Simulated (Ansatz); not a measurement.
# C2H4BClSi: basis-set convergence

An exercise on one series of results from a longer session: the logs are not shown, and one member is left open.

Method: one geometry, several basis sets; program: Ansatz 0.2.0, Gaussian basis.

Levels to be run: PBE0-D4/def2-SVP; ωB97M-V/def2-SVP; PBE0-D4/def2-QZVPP; ωB97M-V/def2-QZVPP; the functionals' def2-TZVPP values are taken from earlier runs.

### The relaxed structure

All runs share one geometry, relaxed beforehand with PBE0-D4 in a triple-zeta def2 set.

SMILES `[SiH3]C1=C(Cl)B1`, 9 atoms, charge 0, spin multiplicity 1.

Atoms are counted from 1 here; the program's logs count them from 0.

Bond lengths: Si1–C2 1.852 Å, Si1–H6 1.484 Å, Si1–H7 1.484 Å, Si1–H8 1.484 Å, C2–C3 1.347 Å, C2–B5 1.492 Å, C3–Cl4 1.689 Å, C3–B5 1.455 Å, B5–H9 1.181 Å. Angles: C2–Si1–H6 108.3°, C2–Si1–H7 111.3°, C2–Si1–H8 108.3°, H6–Si1–H7 109.8°, H6–Si1–H8 109.5°, H7–Si1–H8 109.8°, Si1–C2–C3 143.7°, Si1–C2–B5 154.9°, C3–C2–B5 61.4°, C2–C3–Cl4 138.0°, C2–C3–B5 64.2°, Cl4–C3–B5 157.8°, C2–B5–C3 54.4°, C2–B5–H9 150.4°, C3–B5–H9 155.2°.

Set-up of the first run:

Input file in.yaml:

```yaml
crystal:
  periodic: [false, false, false]
  atoms:
    - {symbol: Si, position_ang: [-1.446393, 0.177865, -0.414094]}
    - {symbol: C, position_ang: [0.283553, -0.035101, 0.210966]}
    - {symbol: C, position_ang: [1.561609, -0.220104, -0.173634]}
    - {symbol: Cl, position_ang: [2.426593, -0.383875, -1.615452]}
    - {symbol: B, position_ang: [1.337322, -0.142949, 1.261821]}
    - {symbol: H, position_ang: [-1.957765, 1.484938, 0.068259]}
    - {symbol: H, position_ang: [-1.492688, 0.137492, -1.896978]}
    - {symbol: H, position_ang: [-2.280468, -0.915647, 0.143713]}
    - {symbol: H, position_ang: [1.656840, -0.148920, 2.398397]}
basis:
  gaussian: {orbitals: def2-SVP}
hamiltonian: {xc: pbe0, dispersion: d4}
output: {orbitals: {seedname: orbitals}}
```

Launch:

```sh
ansatz run in.yaml --threads 2 --pin off --events-out ev --progress --plain --max-ram 4352MiB
```

Steps of the session up to this table: PBE0-D4 in def2-SVP; ωB97M-V in def2-SVP; PBE0-D4 in def2-QZVPP; ωB97M-V in def2-QZVPP.

One table of the session follows, with a row left open; its other results are not shown here.

It belongs to the step «Density functionals: the series». 

| functional | basis | HOMO (eV) |
| --- | --- | --- |
| PBE0-D4 | def2-SVP | -7.86 |
| PBE0-D4 | def2-TZVPP | -7.91 |
| PBE0-D4 | def2-QZVPP | ? |
| ωB97M-V | def2-SVP | -10.02 |
| ωB97M-V | def2-TZVPP | -10.10 |
| ωB97M-V | def2-QZVPP | -10.12 |

Estimate the missing values for PBE0-D4, def2-QZVPP.

The run gave: HOMO (eV): -7.93. In the column «HOMO (eV)» it lies between ωB97M-V, def2-SVP (-10.02) and PBE0-D4, def2-TZVPP (-7.91).
